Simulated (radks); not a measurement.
**Al inside a hard spherical wall**

The task here is to estimate one member of a computed series from the others.

Program: radks (a radial shooting solver on a logarithmic mesh, Libxc functionals) version 1. Level of theory: scalar-relativistic Kohn-Sham, PBE, spin-unpolarised, spherical densities, point nucleus. These are calculated values, not measurements, unless marked.

### Starting point

```
element       : aluminium (Z = 13)
charge        : 0
electrons     : 13
configuration : [Ne] 3s2 3p1
```

Outer shells as boxes (Hund's rule):

Al
```
[Ne] core
3s [↑↓]
3p [↑ ][  ][  ]
```

Set-up of the first run:

Input:

```text
Z 13
configuration [Ne] 3s2 3p1 4s0 3d0 4p0
relativity scalar-relativistic
functional pbe,pbe
spin unpolarised
nucleus point
c 137.035999084
```

Among the steps run: The free atom; Wall at 20 bohr; Wall at 15 bohr; Wall at 12 bohr; Wall at 8 bohr; Wall at 7 bohr; Wall at 5 bohr; Wall at 2.5 bohr; Wall at 1.5 bohr.

One table of the session follows, with a row left open; its other results are not shown here.

```
R (bohr)  E − E(free) (eV)  ε(3p) (eV)  ε(4s, empty) (eV)  ε(4p, empty) (eV)  ε(3d, empty) (eV)
    free             0.000      -2.712                  -                  -                  -
      20             0.000      -2.712             -0.314              0.329              0.615
      15             0.000      -2.710             -0.180              0.721              0.908
      12             0.004      -2.693              0.175              1.456              1.318
       8             0.155      -2.359              2.712              5.370              2.950
       7             0.403      -1.976              4.775              8.115              3.965
       5             3.280       0.838             16.526             21.985              8.914
     2.5                 ?           ?                  ?                  ?                  ?
     1.5            481.42      175.51             514.70             484.00             148.57
```

Q: Estimate the row for R (bohr) = 2.5 from the others.

Worked estimate for «E − E(free) (eV)». A straight line through the neighbours (5, 3.280) and (1.5, 481.42) gives 3.280 + (481.42 − 3.280) × (2.5 − 5) / (1.5 − 5) = 344.809; a parabola fitted to 3 rows on both sides gives 283.366.

As computed: E − E(free) (eV): 77.221; ε(3p) (eV): 37.418; ε(4s, empty) (eV): 134.05; ε(4p, empty) (eV): 140.21; ε(3d, empty) (eV): 47.661. In «E − E(free) (eV)» the line misses by +267.588 and the parabola by +206.145. Between these rows the values bend or scatter more than so simple an estimate can follow.

From R = 5 bohr inwards the highest occupied level lies above zero, pushed up by confinement. Shells are not refilled when levels cross, and a hard wall is a model, not a crystal.
